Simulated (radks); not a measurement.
# Fractional charge and spin in the 4s shell of strontium

Aim: the energy as the spin-up occupation of 4s runs from 0 to 1 and the spin-down one from 0 to 1, against the two flat planes that join the four corners. Added charge counts from the emptiest corner (up 0, down 0).

Method: scalar-relativistic Kohn-Sham, SCAN, spin-polarised, spherical densities, finite nucleus. Code: radks (a radial shooting solver on a logarithmic mesh, Libxc functionals) version 1.

## 1. The system

| Property | Result |
| --- | --- |
| element | strontium (Z = 38) |
| configuration | [Ar] 3d10 4p(up 2.5, down 2.5) 4s(up 1, down 1) |
| nuclear rms radius | 4.224 fm |

A shell typed twice in an input gives spin up, then spin down.

## 2. 4s: up 1, down 1

The run's settings:

```text
Z 38
configuration [Ar] 3d10 4p2.5 4p2.5 4s1 4s1
relativity scalar-relativistic
functional scan,scan
spin polarised
nucleus finite rms 4.224 fm
c 137.035999084
```

## 3. 4s: up 1, down 0.75

The run's settings:

```text
Z 38
configuration [Ar] 3d10 4p2.5 4p2.5 4s1 4s0.75
relativity scalar-relativistic
functional scan,scan
spin polarised
nucleus finite rms 4.224 fm
c 137.035999084
```

## 4. 4s: up 1, down 0.5

The run's settings:

```text
Z 38
configuration [Ar] 3d10 4p2.5 4p2.5 4s1 4s0.5
relativity scalar-relativistic
functional scan,scan
spin polarised
nucleus finite rms 4.224 fm
c 137.035999084
```

## 5. 4s: up 1, down 0.25

The run's settings:

```text
Z 38
configuration [Ar] 3d10 4p2.5 4p2.5 4s1 4s0.25
relativity scalar-relativistic
functional scan,scan
spin polarised
nucleus finite rms 4.224 fm
c 137.035999084
```

## 6. 4s: up 1, down 0

The run's settings:

```text
Z 38
configuration [Ar] 3d10 4p2.5 4p2.5 4s1 4s0
relativity scalar-relativistic
functional scan,scan
spin polarised
nucleus finite rms 4.224 fm
c 137.035999084
```

## 7. 4s: up 0.75, down 0.75

The run's settings:

```text
Z 38
configuration [Ar] 3d10 4p2.5 4p2.5 4s0.75 4s0.75
relativity scalar-relativistic
functional scan,scan
spin polarised
nucleus finite rms 4.224 fm
c 137.035999084
```

## 8. 4s: up 0.75, down 0.5

The run's settings:

```text
Z 38
configuration [Ar] 3d10 4p2.5 4p2.5 4s0.75 4s0.5
relativity scalar-relativistic
functional scan,scan
spin polarised
nucleus finite rms 4.224 fm
c 137.035999084
```

## 9. 4s: up 0.75, down 0.25

The run's settings:

```text
Z 38
configuration [Ar] 3d10 4p2.5 4p2.5 4s0.75 4s0.25
relativity scalar-relativistic
functional scan,scan
spin polarised
nucleus finite rms 4.224 fm
c 137.035999084
```

## 10. 4s: up 0.75, down 0

The run's settings:

```text
Z 38
configuration [Ar] 3d10 4p2.5 4p2.5 4s0.75 4s0
relativity scalar-relativistic
functional scan,scan
spin polarised
nucleus finite rms 4.224 fm
c 137.035999084
```

## 11. 4s: up 0.5, down 0.5

The run's settings:

```text
Z 38
configuration [Ar] 3d10 4p2.5 4p2.5 4s0.5 4s0.5
relativity scalar-relativistic
functional scan,scan
spin polarised
nucleus finite rms 4.224 fm
c 137.035999084
```

## 12. 4s: up 0.5, down 0.25

The run's settings:

```text
Z 38
configuration [Ar] 3d10 4p2.5 4p2.5 4s0.5 4s0.25
relativity scalar-relativistic
functional scan,scan
spin polarised
nucleus finite rms 4.224 fm
c 137.035999084
```

## 13. 4s: up 0.5, down 0

The run's settings:

```text
Z 38
configuration [Ar] 3d10 4p2.5 4p2.5 4s0.5 4s0
relativity scalar-relativistic
functional scan,scan
spin polarised
nucleus finite rms 4.224 fm
c 137.035999084
```

## 14. 4s: up 0.25, down 0.25

The run's settings:

```text
Z 38
configuration [Ar] 3d10 4p2.5 4p2.5 4s0.25 4s0.25
relativity scalar-relativistic
functional scan,scan
spin polarised
nucleus finite rms 4.224 fm
c 137.035999084
```

## 15. 4s: up 0.25, down 0

The run's settings:

```text
Z 38
configuration [Ar] 3d10 4p2.5 4p2.5 4s0.25 4s0
relativity scalar-relativistic
functional scan,scan
spin polarised
nucleus finite rms 4.224 fm
c 137.035999084
```

## 16. 4s: up 0, down 0

The run's settings:

```text
Z 38
configuration [Ar] 3d10 4p2.5 4p2.5 4s0 4s0
relativity scalar-relativistic
functional scan,scan
spin polarised
nucleus finite rms 4.224 fm
c 137.035999084
```

**Question.** What will these runs give? Wanted: for each run, down \ up; 0; 0.25; 0.5; 0.75; 1.

**Answer**, as computed:

```csv
down \ up,0,0.25,0.5,0.75,1
0,0.000,-1.426,-1.908,-1.434,0.000
0.25,-1.426,-1.747,-1.138,0.413,-1.359
0.5,-1.908,-1.138,0.552,-1.098,-1.814
0.75,-1.434,0.413,-1.098,-1.690,-1.362
1,0.000,-1.359,-1.814,-1.362,0.000
```

What this shows: The table gives the energy in eV minus the planes, whose edge runs along up + down = one added electron; mirror points follow by spin symmetry. With half an added electron in each spin it lies 0.55 eV above the planes. With half an electron added in spin up alone it lies 1.91 eV below them. The planes are only a guide here: the condition holds for ground states with one frontier orbital, and this shell lies below others.
